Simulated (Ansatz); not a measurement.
# C2H7NOSi: one species, many methods

Aim: compute C2H7NOSi with functionals from several rungs and with coupled cluster. The yardstick is the atomisation energy at the CCSD(T) limit.

Method: functionals in def2-TZVPP, the program's frozen cores in correlated methods; program: Ansatz 0.2.0, Gaussian basis.

Levels to be run: LDA (SPW92), PBE-D4, revPBE-D4, BLYP-D4, r2SCAN-D4, B97M-V, PBE0-D4, B3LYP-D4, r2SCANh-D4, r2SCAN0-D4, HSE06-D4, BHLYP-D4, CAM-B3LYP-D4, LC-ωPBE, ωB97X-V, ωB97M-V, B2PLYP, PBE-QIDH; CCSD(T)/def2-SVP; CCSD(T)/def2-TZVPP; MP2/def2-QZVPP; extrapolation to the limit; RPA on PBE.

### Step 1. The geometry

All runs share one geometry, relaxed beforehand with PBE0-D4 in a triple-zeta def2 set.

SMILES `C=N[SiH](C)O`, 12 atoms, charge 0, spin multiplicity 1.

Atoms are counted from 1 here; the program's logs count them from 0.

Bond lengths: C1–N2 1.257 Å, C1–H6 1.101 Å, C1–H7 1.097 Å, N2–Si3 1.739 Å, Si3–C4 1.851 Å, Si3–O5 1.654 Å, Si3–H8 1.487 Å, C4–H9 1.093 Å, C4–H10 1.092 Å, C4–H11 1.092 Å, O5–H12 0.957 Å. Angles: N2–C1–H6 124.0°, N2–C1–H7 120.5°, H6–C1–H7 115.5°, C1–N2–Si3 125.9°, N2–Si3–C4 108.1°, N2–Si3–O5 114.1°, N2–Si3–H8 105.3°, C4–Si3–O5 107.2°, C4–Si3–H8 113.0°, O5–Si3–H8 109.4°, Si3–C4–H9 110.2°, Si3–C4–H10 110.7°, Si3–C4–H11 110.6°, H9–C4–H10 108.2°, H9–C4–H11 108.3°, H10–C4–H11 108.7°, Si3–O5–H12 117.6°.

### Step 2. LDA

This LDA is Slater exchange with PW92 correlation.

in.yaml

```yaml
crystal:
  periodic: [false, false, false]
  atoms:
    - {symbol: C, position_ang: [-1.468938, 1.480850, 0.706738]}
    - {symbol: N, position_ang: [-1.270137, 0.511931, -0.068347]}
    - {symbol: Si, position_ang: [0.280702, -0.068261, -0.598813]}
    - {symbol: C, position_ang: [0.488799, -1.799916, 0.020623]}
    - {symbol: O, position_ang: [1.560252, 0.811246, -0.029645]}
    - {symbol: H, position_ang: [-0.666103, 2.096524, 1.141888]}
    - {symbol: H, position_ang: [-2.489151, 1.762745, 0.995129]}
    - {symbol: H, position_ang: [0.243556, 0.016273, -2.083362]}
    - {symbol: H, position_ang: [0.549708, -1.806196, 1.111797]}
    - {symbol: H, position_ang: [1.404746, -2.244093, -0.374637]}
    - {symbol: H, position_ang: [-0.358781, -2.419867, -0.278117]}
    - {symbol: H, position_ang: [1.802347, 1.603664, -0.509254]}
basis:
  gaussian: {orbitals: def2-TZVPP}
hamiltonian: {xc: lda}
output: {orbitals: {seedname: orbitals}}
```

Started as:

```bash
> ansatz run in.yaml --threads 4 --pin off --events-out ev --progress --plain --max-ram 10444MiB
```

Further steps of the session: PBE-D4 (GGA); revPBE-D4 (GGA); BLYP-D4 (GGA); r2SCAN-D4 (meta-GGA); B97M-V (meta-GGA); PBE0-D4 (hybrid); B3LYP-D4 (hybrid); r2SCANh-D4 (hybrid); r2SCAN0-D4 (hybrid); HSE06-D4 (hybrid); BHLYP-D4 (hybrid); CAM-B3LYP-D4 (range-separated); LC-ωPBE (range-separated); ωB97X-V (range-separated); ωB97M-V (range-separated); B2PLYP (double hybrid); PBE-QIDH (double hybrid); CCSD(T) in def2-SVP; CCSD(T) in def2-TZVPP; MP2 in def2-QZVPP; RPA on PBE orbitals.

Q: Predict the results of all the runs planned. Wanted: atomisation energy, CCSD(T)/CBS; farthest beyond LDA; mean size of error, GGA; mean size of error, meta-GGA; mean size of error, hybrid; mean size of error, range-separated; mean size of error, double hybrid; gap, smallest and largest; T1 diagnostic.

The runs gave:

| quantity | value |
| --- | --- |
| atomisation energy, CCSD(T)/CBS | 48.029 eV |
| functionals within 0.240 eV (0.5 %) | BLYP-D4, r2SCAN-D4, B97M-V, PBE0-D4, B3LYP-D4, HSE06-D4, CAM-B3LYP-D4, ωB97X-V, ωB97M-V |
| farthest beyond LDA | BHLYP-D4 (-1.425 eV) |
| mean size of error, GGA | 0.398 eV |
| mean size of error, meta-GGA | 0.044 eV |
| mean size of error, hybrid | 0.505 eV |
| mean size of error, range-separated | 0.193 eV |
| mean size of error, double hybrid | 0.515 eV |
| gap, smallest and largest | 3.55 eV (LDA (SPW92)), 11.42 eV (LC-ωPBE) |
| T1 diagnostic | 0.0120 |
| triples share of the correlation energy | 3.9 % |

The LDA atomisation energy is off by 6.579 eV (14 %): it overbinds. PBE-D4 misses by +0.770 eV. Double hybrids carry the basis error of their MP2 part in triple zeta, and no dispersion term here, so their miss is partly the set-up's. The rungs meta-GGA, range-separated miss on average by less than the doubt on the reference (0.240 eV), so they tie. Misses under about 0.240 eV are within the doubt on the reference itself, which lacks core-valence correlation, relativity and higher excitations. Hartree-Fock recovers 72 % of the binding; the rest is correlation. CCSD(T) in def2-SVP is off by -3.149 eV, more than most functionals: a good method in a small basis is no reference. Orbital gaps span 3.6 to 11.4 eV; exact exchange widens them.
